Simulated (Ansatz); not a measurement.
## ZnRe in Ansatz: convergence with smearing width

ZnRe:

```
Re Zn
1.0
     2.74822    0.00000    0.00000
    -1.37411    2.38003    0.00000
     0.00000    0.00000    4.49407
Re Zn
1 1
Direct
  0.33333 0.66667 0.50000
  0.00000 0.00000 0.00000
```

The cell comes from a database or a generator and needn't be the stable form of this composition.

```yaml
Program: Ansatz 0.2.0
Task: convergence study
Functional: r2SCAN
Potentials_or_basis: JTH PAW
Cutoff: "1290 eV (not typed: the program's choice for these potentials)"
k_mesh: 9 × 9 × 5
Occupations: cold, width 0.3 eV
Spin: no spin polarisation
```

These are the settings of the first run; the series varies smearing width, with any setting tied to it.

Hardware: 2 threads of Arm Neoverse V2, on a shared host.

Problem. The values tried are 0.3 eV, 0.2 eV, 0.15 eV, 0.1 eV, 0.05 eV, 0.025 eV, 0.01 eV, 0.005 eV, loosest first. From which on does the energy stay within 1 meV/atom of the tightest run that finished?

Solution. From 0.15 eV on.

| smearing width | energy less the tightest run, at zero smearing (meV/atom) | pressure (GPa) | SCF cycles | CPU time (s) | peak memory (GiB) |
| --- | --- | --- | --- | --- | --- |
| 0.3 eV | -2.24 | -6.56 | 9 | 18 | 0.87 |
| 0.2 eV | -1.12 | -6.55 | 9 | 18 | 0.87 |
| 0.15 eV | -0.33 | -6.53 | 8 | 17 | 0.87 |
| 0.1 eV | 0.09 | -6.50 | 8 | 17 | 0.87 |
| 0.05 eV | -0.18 | -6.45 | 10 | 19 | 0.87 |
| 0.025 eV | -0.01 | -6.47 | 9 | 18 | 0.87 |
| 0.01 eV | -0.01 | -6.47 | 9 | 18 | 0.87 |
| 0.005 eV | 0.00 | -6.47 | 9 | 19 | 0.87 |

Against the tightest run, the pressure stays within 0.1 GPa from 0.3 eV on. Narrower smearing needs a denser k mesh, so at a fixed mesh the narrowest width isn't the most accurate. The tightest run that finished is the yardstick and may itself not be fully converged.

The run has no spin-orbit coupling, so splittings on Re are missing.
